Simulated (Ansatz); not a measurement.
**Cl2H4OSi2: a spread of methods and bases**

Aim: run Cl2H4OSi2 under a spread of inputs, and see what each costs and gives.

The runs use Ansatz 0.2.0, Gaussian basis; the settings change from run to run.

## 1. The geometry

The geometry comes from an earlier relaxation with PBE0-D4 in a triple-zeta def2 set; it is a stationary point, not always the lowest conformer.

SMILES `O[SiH](Cl)[SiH2]Cl`, 9 atoms, charge 0, spin multiplicity 1.

Atoms are counted from 1 here; the program's logs count them from 0.

Bond lengths: O1–Si2 1.636 Å, O1–H6 0.961 Å, Si2–Cl3 2.060 Å, Si2–Si4 2.346 Å, Si2–H7 1.478 Å, Si4–Cl5 2.072 Å, Si4–H8 1.483 Å, Si4–H9 1.485 Å. Angles: Si2–O1–H6 117.0°, O1–Si2–Cl3 111.6°, O1–Si2–Si4 109.2°, O1–Si2–H7 106.3°, Cl3–Si2–Si4 106.2°, Cl3–Si2–H7 107.7°, Si4–Si2–H7 116.0°, Si2–Si4–Cl5 103.8°, Si2–Si4–H8 113.9°, Si2–Si4–H9 113.2°, Cl5–Si4–H8 108.3°, Cl5–Si4–H9 107.6°, H8–Si4–H9 109.7°.

Geometry (Å):

```mol
Cl2H4OSi2
  3D, bonds by distance, orders not assigned

  9  8  0  0  0  0  0  0  0  0999 V2000
   -1.8500    0.5275   -0.5363 O   0  0
   -0.8754   -0.6095    0.1211 Si  0  0
   -0.6050   -2.2056   -1.1529 Cl  0  0
    1.2527    0.3112    0.4747 Si  0  0
    1.5776    1.4651   -1.2150 Cl  0  0
   -1.4841    1.0573   -1.2493 H   0  0
   -1.5744   -1.1093    1.3239 H   0  0
    2.3357   -0.6973    0.5649 H   0  0
    1.3113    1.2144    1.6518 H   0  0
  1  2  8  0
  2  3  8  0
  2  4  8  0
  4  5  8  0
  1  6  8  0
  2  7  8  0
  4  8  8  0
  4  9  8  0
M  END
```

## 2. B3LYP5/pcseg-2

in.yaml

```yaml
crystal:
  periodic: [false, false, false]
  atoms:
    - {symbol: O, position_ang: [-1.849997, 0.527509, -0.536347]}
    - {symbol: Si, position_ang: [-0.875381, -0.609484, 0.121134]}
    - {symbol: Cl, position_ang: [-0.604979, -2.205630, -1.152949]}
    - {symbol: Si, position_ang: [1.252730, 0.311205, 0.474689]}
    - {symbol: Cl, position_ang: [1.577606, 1.465121, -1.214965]}
    - {symbol: H, position_ang: [-1.484066, 1.057265, -1.249307]}
    - {symbol: H, position_ang: [-1.574417, -1.109291, 1.323944]}
    - {symbol: H, position_ang: [2.335675, -0.697250, 0.564861]}
    - {symbol: H, position_ang: [1.311330, 1.214356, 1.651842]}
basis:
  gaussian: {orbitals: pcseg-2}
hamiltonian: {xc: {name: B3LYP5}}
```

Started as:

```
$ ansatz run in.yaml --threads 4 --pin off --events-out ev --progress --plain --max-ram 10444MiB
```

What it wrote:

```text
Functional definition: B3LYP5
  name "B3LYP5"
  cite "Stephens, Devlin, Chabalowski & Frisch, J. Phys. Chem. 98, 11623 (1994) doi:10.1021/j100096a001"
  cite "Becke, Phys. Rev. A 38, 3098 (1988) doi:10.1103/PhysRevA.38.3098"
  cite "Lee, Yang & Parr, Phys. Rev. B 37, 785 (1988) doi:10.1103/PhysRevB.37.785"
  cite "Vosko, Wilk & Nusair, Can. J. Phys. 58, 1200 (1980) doi:10.1139/p80-159"
  parameter a0 = 0.2
  parameter ax = 0.72
  parameter ac = 0.81
  exchange = (1 - a0 - ax)*slater_x + ax*b88_x + a0*exact_x
  correlation = (1 - ac)*vwn5_c + ac*lyp_c
1474 factors; their error is unknown
mean field evaluation 1: about -42908.5388 eV, gradient 5.8e1 eV
mean field evaluation 2: about -42892.6686 eV, gradient 1.1e2 eV
mean field evaluation 4: about -42913.9731 eV, gradient 3.7e0 eV
mean field evaluation 8: about -42914.0013 eV, gradient 4.6e-2 eV
mean field evaluation 16: about -42914.1604 eV, gradient 5.8e-5 eV
mean field -42914.16036216 eV, -1577.0663050467 hartree, gradient 5.8e-5 eV, S^2 0.000000; 0 other end points of the search recorded, 0 dependent functions left out
reference -42914.16067376 eV, -1577.0663164977 hartree; 37, 37 occupied and 185, 185 virtual orbitals, 1474 factors
Total energy: -42914.16067376 eV, -1577.0663164977 hartree
```

It took 2.5 s on 4 threads of Arm Neoverse V2, shared host; peak memory 0.54 GiB.

## 3. rPW86-PBE/def2-TZVPD

This run has a grid of angular degree 11, rVV10 dispersion, high accuracy.

in.yaml: that of step 2 with these lines changed.

```diff
@@ -13,3 +13,5 @@
 basis:
-  gaussian: {orbitals: pcseg-2}
-hamiltonian: {xc: {name: B3LYP5}}
+  gaussian: {orbitals: def2-TZVPD, final_grid: {core_spheres: 5, valence_spheres: 4, degree: 11}}
+hamiltonian: {xc: {name: rPW86-PBE}, dispersion: rvv10}
+accuracy: high
+output: {forces: true}
```

Same command.

What it wrote, shortened:

```text
Functional definition: rPW86-PBE+rVV10
  name "rPW86-PBE+rVV10"
  cite "Murray, Lee & Langreth, J. Chem. Theory Comput. 5, 2754 (2009) doi:10.1021/ct900365q"
  cite "Perdew, Burke & Ernzerhof, Phys. Rev. Lett. 77, 3865 (1996) doi:10.1103/PhysRevLett.77.3865"
  cite "Vydrov & Van Voorhis, J. Chem. Phys. 133, 244103 (2010) doi:10.1063/1.3521275"
  cite "Sabatini, Gorni & de Gironcoli, Phys. Rev. B 87, 041108(R) (2013) doi:10.1103/PhysRevB.87.041108"
  parent "pbe"
[...]
4116 factors; integrals over basis functions are off by at most 3.7e-9 eV
[...]
mean field -42952.03986909 eV, -1578.4583512509 hartree, gradient 3.0e-8 eV, S^2 0.000000; 0 other end points of the search recorded, 0 dependent functions left out
[...]
reference -42952.03988876 eV, -1578.4583519738 hartree; 37, 37 occupied and 217, 217 virtual orbitals, 4116 factors
Total energy: -42952.03988876 eV, -1578.4583519738 hartree
Atom 0 at    -1.849997     0.527509    -0.536347 Å, force    -0.821000     0.197720    -0.067559 eV/Å
Atom 1 at    -0.875381    -0.609484     0.121134 Å, force     0.416546    -0.256924     0.691009 eV/Å
Atom 2 at    -0.604979    -2.205630    -1.152949 Å, force     0.030211    -0.316586    -0.347615 eV/Å
Atom 3 at     1.252730     0.311205     0.474689 Å, force    -0.012425    -0.208256     0.296367 eV/Å
Atom 4 at     1.577606     1.465121    -1.214965 Å, force     0.001597     0.229526    -0.405170 eV/Å
Atom 5 at    -1.484066     1.057265    -1.249307 Å, force     0.341596     0.341091    -0.328013 eV/Å
Atom 6 at    -1.574417    -1.109291     1.323944 Å, force    -0.076271    -0.015088     0.054729 eV/Å
Atom 7 at     2.335675    -0.697250     0.564861 Å, force     0.091280    -0.044176     0.016166 eV/Å
Atom 8 at     1.311330     1.214356     1.651842 Å, force     0.028465     0.072693     0.090085 eV/Å
Dipole moment:     0.093112     0.104301     0.196354 e Å
```

Wall time 35 s (4 threads of Arm Neoverse V2, shared host); peak memory 1.6 GiB.

Largest force 0.847 eV/Å, dipole 1.16 D.

## 4. HSE06/STO-3G

Set apart from the defaults: a grid of angular degree 11, high accuracy.

in.yaml: that of step 3 with these lines changed.

```diff
@@ -13,5 +13,4 @@
 basis:
-  gaussian: {orbitals: def2-TZVPD, final_grid: {core_spheres: 5, valence_spheres: 4, degree: 11}}
-hamiltonian: {xc: {name: rPW86-PBE}, dispersion: rvv10}
+  gaussian: {orbitals: STO-3G, final_grid: {core_spheres: 5, valence_spheres: 4, degree: 11}}
+hamiltonian: {xc: {name: HSE06}}
 accuracy: high
-output: {forces: true}
```

Launched as before.

What it wrote, shortened:

```text
Functional definition: HSE06
  name "HSE06"
  cite "Heyd, Scuseria & Ernzerhof, J. Chem. Phys. 118, 8207 (2003) doi:10.1063/1.1564060"
  cite "Krukau, Vydrov, Izmaylov & Scuseria, J. Chem. Phys. 125, 224106 (2006) doi:10.1063/1.2404663"
  cite "Heyd & Scuseria, J. Chem. Phys. 120, 7274 (2004) doi:10.1063/1.1668634"
  cite "Ernzerhof & Perdew, J. Chem. Phys. 109, 3313 (1998) doi:10.1063/1.476928"
  cite "Perdew, Burke & Ernzerhof, Phys. Rev. Lett. 77, 3865 (1996) doi:10.1103/PhysRevLett.77.3865"
  parent pbe
[...]
  # The whole range is PBE's own exchange, as in plane waves. The composition of these papers is wPBEh.
[...]
924 factors; integrals over basis functions are off by at most 2.3e-8 eV
95 factors; integrals over basis functions are off by at most 7.3e-10 eV
[...]
mean field -42415.64635782 eV, -1558.7462532920 hartree, gradient 1.2e-8 eV, S^2 0.000000; 0 other end points of the search recorded, 0 dependent functions left out
reference -42415.64635880 eV, -1558.7462533280 hartree; 37, 37 occupied and 8, 8 virtual orbitals, 924 factors
Total energy: -42415.64635880 eV, -1558.7462533280 hartree
```

It took 0.45 s on 4 threads of Arm Neoverse V2, shared host; peak memory 0.46 GiB.

## 5. PBE/STO-3G

This run has multiplicity 3, restricted open-shell orbitals, atoms shaken by 0.03 Å, D3(BJ) with three-body dispersion, high accuracy.

in.yaml

```yaml
crystal:
  periodic: [false, false, false]
  atoms:
    - {symbol: O, position_ang: [-1.845317, 0.560177, -0.502939]}
    - {symbol: Si, position_ang: [-0.881711, -0.624286, 0.084668]}
    - {symbol: Cl, position_ang: [-0.619107, -2.236253, -1.104967]}
    - {symbol: Si, position_ang: [1.261595, 0.317980, 0.487413]}
    - {symbol: Cl, position_ang: [1.608780, 1.460791, -1.209814]}
    - {symbol: H, position_ang: [-1.480546, 1.067538, -1.279435]}
    - {symbol: H, position_ang: [-1.566981, -1.128103, 1.294286]}
    - {symbol: H, position_ang: [2.353806, -0.685417, 0.534632]}
    - {symbol: H, position_ang: [1.267054, 1.203564, 1.626830]}
basis:
  gaussian: {orbitals: STO-3G}
magnetization: {spin_polarized: false, initial_magnetization: 2}
hamiltonian: {xc: {name: PBE}, dispersion: d3bjatm}
accuracy: high
```

The command is unchanged.

What it wrote, shortened:

```text
Functional definition: PBE
  name "PBE"
  cite "Perdew, Burke & Ernzerhof, Phys. Rev. Lett. 77, 3865 (1996) doi:10.1103/PhysRevLett.77.3865"
  parent pbe
[...]
925 factors; integrals over basis functions are off by at most 2.4e-8 eV
[...]
mean field -42402.83399039 eV, -1558.2754074737 hartree, gradient 1.4e-8 eV, S^2 2.000000; 8 other end points of the search recorded, 0 dependent functions left out
reference -42402.83399283 eV, -1558.2754075634 hartree; 38, 36 occupied and 7, 9 virtual orbitals, 925 factors
Total energy: -42403.10845993 eV, -1558.2854940433 hartree
```

Run time: 8 s. Hardware: 4 threads of Arm Neoverse V2, shared host; peak memory 0.46 GiB.

## 6. wB97X-V/6-31G*

Options: relativity set to scalar.

in.yaml

```yaml
crystal:
  periodic: [false, false, false]
  atoms:
    - {symbol: O, position_ang: [-1.849997, 0.527509, -0.536347]}
    - {symbol: Si, position_ang: [-0.875381, -0.609484, 0.121134]}
    - {symbol: Cl, position_ang: [-0.604979, -2.205630, -1.152949]}
    - {symbol: Si, position_ang: [1.252730, 0.311205, 0.474689]}
    - {symbol: Cl, position_ang: [1.577606, 1.465121, -1.214965]}
    - {symbol: H, position_ang: [-1.484066, 1.057265, -1.249307]}
    - {symbol: H, position_ang: [-1.574417, -1.109291, 1.323944]}
    - {symbol: H, position_ang: [2.335675, -0.697250, 0.564861]}
    - {symbol: H, position_ang: [1.311330, 1.214356, 1.651842]}
basis:
  gaussian: {orbitals: "6-31G*"}
hamiltonian: {xc: {name: wB97X-V}, pseudopotentials: {relativity: scalar}}
output: {forces: true}
```

Same command.

What it wrote, shortened:

```text
Functional definition: wB97X-V
  name "wB97X-V"
  cite "Mardirossian & Head-Gordon, Phys. Chem. Chem. Phys. 16, 9904 (2014) doi:10.1039/C3CP54374A"
  cite "Becke, J. Chem. Phys. 107, 8554 (1997) doi:10.1063/1.475007"
  cite "Vydrov & Van Voorhis, J. Chem. Phys. 133, 244103 (2010) doi:10.1063/1.3521275"
[...]
      + integral(e_c_pw_opposite_spin*poly(b97_u_opposite, cos0, cos1)) + vv10(b, c)
912 factors; integrals over basis functions are off by at most 7.3e-4 eV
269 factors; integrals over basis functions are off by at most 3.4e-6 eV
[...]
mean field -43006.27207836 eV, -1580.4513481814 hartree, gradient 6.9e-5 eV, S^2 0.000000; 0 other end points of the search recorded, 0 dependent functions left out
[...]
reference -43006.27207650 eV, -1580.4513481132 hartree; 37, 37 occupied and 62, 62 virtual orbitals, 912 factors
Total energy: -43006.27207650 eV, -1580.4513481132 hartree
Relativity: scalar
Atom 0 at    -1.849997     0.527509    -0.536347 Å, force    -0.444555     0.166163     0.087727 eV/Å
Atom 1 at    -0.875381    -0.609484     0.121134 Å, force     0.348364    -0.188814     0.330812 eV/Å
Atom 2 at    -0.604979    -2.205630    -1.152949 Å, force     0.021664    -0.167466    -0.104232 eV/Å
Atom 3 at     1.252730     0.311205     0.474689 Å, force    -0.097848    -0.148265     0.154956 eV/Å
Atom 4 at     1.577606     1.465121    -1.214965 Å, force     0.032868     0.121605    -0.150606 eV/Å
Atom 5 at    -1.484066     1.057265    -1.249307 Å, force     0.137842     0.223244    -0.302386 eV/Å
Atom 6 at    -1.574417    -1.109291     1.323944 Å, force     0.024627    -0.002123    -0.003143 eV/Å
Atom 7 at     2.335675    -0.697250     0.564861 Å, force    -0.010697     0.002374    -0.000803 eV/Å
Atom 8 at     1.311330     1.214356     1.651842 Å, force    -0.012266    -0.006719    -0.012325 eV/Å
Dipole moment:     0.086512     0.128393     0.340721 e Å
```

Wall time 4.9 s (4 threads of Arm Neoverse V2, shared host); peak memory 0.46 GiB.

Largest force 0.516 eV/Å, dipole 1.80 D.

## 7. PBE0/def2-TZVP

This run has density fitting with cc-pVTZ-jkfit, D3(BJ) dispersion.

in.yaml: that of step 6 with these lines changed.

```diff
@@ -13,4 +13,3 @@
 basis:
-  gaussian: {orbitals: "6-31G*"}
-hamiltonian: {xc: {name: wB97X-V}, pseudopotentials: {relativity: scalar}}
-output: {forces: true}
+  gaussian: {orbitals: def2-TZVP, fitting: {mean_field: cc-pVTZ-jkfit}}
+hamiltonian: {xc: {name: PBE0}, dispersion: d3bj}
```

Same command.

What it wrote:

```text
Functional definition: PBE0
  name "PBE0"
  cite "Adamo & Barone, J. Chem. Phys. 110, 6158 (1999) doi:10.1063/1.478522"
  cite "Perdew, Burke & Ernzerhof, Phys. Rev. Lett. 77, 3865 (1996) doi:10.1103/PhysRevLett.77.3865"
  parent pbe
  parameter a = 0.25
  parameter kappa = 0.804
  parameter beta = 0.06672455060314922
  exchange = (1 - a)*pbe_x(kappa = kappa, mu = beta*pi^2/3) + a*exact_x
  correlation = pbe_c(beta = beta)
683 factors; integrals over basis functions are off by at most 6.8e-1 eV
mean field evaluation 1: about -42897.6772 eV, gradient 5.2e1 eV
mean field evaluation 2: about -42888.0644 eV, gradient 8.8e1 eV
mean field evaluation 4: about -42901.9729 eV, gradient 2.6e0 eV
mean field evaluation 8: about -42901.9861 eV, gradient 3.7e-2 eV
mean field -42901.98610310 eV, -1576.6189092784 hartree, gradient 5.5e-5 eV, S^2 0.000000; 0 other end points of the search recorded, 0 dependent functions left out
reference -42901.98613739 eV, -1576.6189105386 hartree; 37, 37 occupied and 166, 166 virtual orbitals, 683 factors
Total energy: -42902.24405165 eV, -1576.6283887125 hartree
```

It took 1.8 s on 4 threads of Arm Neoverse V2, shared host; peak memory 0.46 GiB.

## 8. B2GP-PLYP/def2-TZVPD

This run has high accuracy.

in.yaml: that of step 7 with these lines changed.

```diff
@@ -13,3 +13,5 @@
 basis:
-  gaussian: {orbitals: def2-TZVP, fitting: {mean_field: cc-pVTZ-jkfit}}
-hamiltonian: {xc: {name: PBE0}, dispersion: d3bj}
+  gaussian: {orbitals: def2-TZVPD}
+hamiltonian: {xc: {name: B2GP-PLYP}}
+accuracy: high
+output: {forces: true}
```

Same command.

What it wrote, shortened:

```text
Functional definition: B2GP-PLYP
  name "B2GP-PLYP"
  cite "Karton, Tarnopolsky, Lamère, Schatz & Martin, J. Phys. Chem. A 112, 12868 (2008) doi:10.1021/jp801805p"
  cite "Becke, Phys. Rev. A 38, 3098 (1988) doi:10.1103/PhysRevA.38.3098"
  cite "Lee, Yang & Parr, Phys. Rev. B 37, 785 (1988) doi:10.1103/PhysRevB.37.785"
[...]
4116 factors; integrals over basis functions are off by at most 3.7e-9 eV
[...]
mean field -42889.43403638 eV, -1576.1576293345 hartree, gradient 3.6e-8 eV, S^2 0.000000; 0 other end points of the search recorded, 0 dependent functions left out
21 core orbitals not correlated: weight in the atoms' cores, before any rotation towards them, 1.000 or more for the frozen orbitals, at most 0.000 for the correlated occupied ones
reference -42889.43405976 eV, -1576.1576301936 hartree; 16, 16 occupied and 217, 217 virtual orbitals, 4116 factors
second order -26.46902764 eV of doubles, -0.00000000 eV of singles
[...]
Total energy: -42898.96290971 eV, -1576.5078089705 hartree
Atom 0 at    -1.849997     0.527509    -0.536347 Å, force    -0.032859     0.012295    -0.003472 eV/Å
Atom 1 at    -0.875381    -0.609484     0.121134 Å, force    -0.055057    -0.075499     0.235397 eV/Å
Atom 2 at    -0.604979    -2.205630    -1.152949 Å, force    -0.006612    -0.064480    -0.045493 eV/Å
Atom 3 at     1.252730     0.311205     0.474689 Å, force     0.135228    -0.041465     0.221953 eV/Å
Atom 4 at     1.577606     1.465121    -1.214965 Å, force     0.033672     0.053698    -0.066554 eV/Å
Atom 5 at    -1.484066     1.057265    -1.249307 Å, force    -0.022773     0.047908    -0.048111 eV/Å
Atom 6 at    -1.574417    -1.109291     1.323944 Å, force     0.081220     0.056868    -0.145689 eV/Å
Atom 7 at     2.335675    -0.697250     0.564861 Å, force    -0.125842     0.116009    -0.012065 eV/Å
Atom 8 at     1.311330     1.214356     1.651842 Å, force    -0.006976    -0.105334    -0.135966 eV/Å
Dipole moment:     0.107136     0.101172     0.231162 e Å
```

It took 57 s on 4 threads of Arm Neoverse V2, shared host; peak memory 2 GiB.

Largest force 0.263 eV/Å, dipole 1.32 D.

## 9. r2SCANh/def2-mTZVP

Set apart from the defaults: D3(BJ) with three-body dispersion, the search for lower states set to full.

in.yaml: that of step 8 with these lines changed.

```diff
@@ -13,5 +13,4 @@
 basis:
-  gaussian: {orbitals: def2-TZVPD}
-hamiltonian: {xc: {name: B2GP-PLYP}}
-accuracy: high
-output: {forces: true}
+  gaussian: {orbitals: def2-mTZVP}
+hamiltonian: {xc: {name: r2SCANh}, dispersion: d3bjatm}
+scf: {lower_state_search: full}
```

The command is unchanged.

What it wrote, shortened:

```text
Functional definition: r2SCANh
  name "r2SCANh"
  cite "Bursch, Neugebauer, Ehlert & Grimme, J. Chem. Phys. 156, 134105 (2022) doi:10.1063/5.0086040"
  cite "Furness, Kaplan, Ning, Perdew & Sun, J. Phys. Chem. Lett. 11, 8208 (2020) doi:10.1021/acs.jpclett.0c02405"
  cite "Furness, Kaplan, Ning, Perdew & Sun, J. Phys. Chem. Lett. 11, 9248 (2020) doi:10.1021/acs.jpclett.0c03077"
  parent r2scan
[...]
1090 factors; integrals over basis functions are off by at most 1.0e-3 eV
[...]
mean field -42913.68708392 eV, -1577.0489123921 hartree, gradient 3.7e-5 eV, S^2 0.000000; 0 other end points of the search recorded, 0 dependent functions left out
reference -42913.68709527 eV, -1577.0489128094 hartree; 37, 37 occupied and 87, 87 virtual orbitals, 1090 factors
Total energy: -42913.77504491 eV, -1577.0521448990 hartree
```

Run time: 2.6 s. Hardware: 4 threads of Arm Neoverse V2, shared host; peak memory 0.46 GiB.

## 10. wB97X-V/aug-pcseg-2

This run has charge +1, multiplicity 2, atoms shaken by 0.15 Å, the search for lower states set to light.

in.yaml

```yaml
crystal:
  periodic: [false, false, false]
  atoms:
    - {symbol: O, position_ang: [-1.845313, 0.728908, -0.595581]}
    - {symbol: Si, position_ang: [-0.571586, -0.730767, -0.122550]}
    - {symbol: Cl, position_ang: [-0.444361, -2.463552, -1.075369]}
    - {symbol: Si, position_ang: [1.630817, 0.316667, 0.576454]}
    - {symbol: Cl, position_ang: [1.620091, 1.759672, -1.450409]}
    - {symbol: H, position_ang: [-1.475467, 1.099521, -1.085193]}
    - {symbol: H, position_ang: [-1.571011, -1.076480, 1.457493]}
    - {symbol: H, position_ang: [2.174852, -0.912767, 0.407026]}
    - {symbol: H, position_ang: [1.552104, 1.090463, 1.780401]}
basis:
  gaussian: {orbitals: aug-pcseg-2}
total_charge: 1
magnetization: {spin_polarized: true, initial_magnetization: 1}
hamiltonian: {xc: {name: wB97X-V}}
scf: {lower_state_search: light}
```

Launched as before.

What it wrote, shortened:

```text
Functional definition: wB97X-V
  name "wB97X-V"
  cite "Mardirossian & Head-Gordon, Phys. Chem. Chem. Phys. 16, 9904 (2014) doi:10.1039/C3CP54374A"
  cite "Becke, J. Chem. Phys. 107, 8554 (1997) doi:10.1063/1.475007"
  cite "Vydrov & Van Voorhis, J. Chem. Phys. 133, 244103 (2010) doi:10.1063/1.3521275"
[...]
      + integral(e_c_pw_opposite_spin*poly(b97_u_opposite, cos0, cos1)) + vv10(b, c)
1787 factors; their error is unknown
622 factors; integrals over basis functions are off by at most 3.8e-5 eV
[...]
mean field -42895.98106608 eV, -1576.3982282380 hartree, gradient 4.8e-5 eV, S^2 0.780353; 2 other end points of the search recorded, 0 dependent functions left out
reference -42895.98106227 eV, -1576.3982280980 hartree; 37, 36 occupied and 301, 302 virtual orbitals, 1787 factors
Total energy: -42895.98106227 eV, -1576.3982280980 hartree
```

Wall time 46 s (4 threads of Arm Neoverse V2, shared host); peak memory 2.4 GiB.

⟨S²⟩ 0.780.

## 11. The runs in one table

```csv
level,charge,multiplicity,geometry,functions,energy (eV),time
B3LYP5/pcseg-2,0,1,relaxed,222,-42914.161,2.5 s
rPW86-PBE/def2-TZVPD,0,1,relaxed,254,-42952.040,35 s
HSE06/STO-3G,0,1,relaxed,45,-42415.646,0.45 s
PBE/STO-3G,0,3,shaken,45,-42403.108,8 s
wB97X-V/6-31G*,0,1,relaxed,99,-43006.272,4.9 s
PBE0/def2-TZVP,0,1,relaxed,203,-42902.244,1.8 s
B2GP-PLYP/def2-TZVPD,0,1,relaxed,254,-42898.963,57 s
r2SCANh/def2-mTZVP,0,1,relaxed,124,-42913.775,2.6 s
wB97X-V/aug-pcseg-2,1,2,shaken,338,-42895.981,46 s
```

## 12. What came out

| quantity | value |
| --- | --- |
| runs | 9 |
| quickest | HSE06/STO-3G, 0.45 s |
| slowest | B2GP-PLYP/def2-TZVPD, 57 s |
| spread of total energies, same state and geometry | 590.6 eV |
| dipole, same state and geometry | 1.16 to 1.80 D |

**Reading.** Run time spans a factor of 127, from HSE06/STO-3G to B2GP-PLYP/def2-TZVPD. The jobs differ in tasks and options as well as level. The totals spread over 591 eV; they can't be compared across methods or bases. Some of these runs are scalar-relativistic and others not, which shifts the totals of all-electron atoms past neon by eV; core potentials, where a basis has them, take the core out of the total altogether. At the PBE0-D4/def2-TZVP geometry and in the same state, runs without warnings or point charges leave forces up to 0.85 eV/Å (rPW86-PBE/def2-TZVPD). At that geometry and state the dipole changes by 55 % between the lowest and highest value.
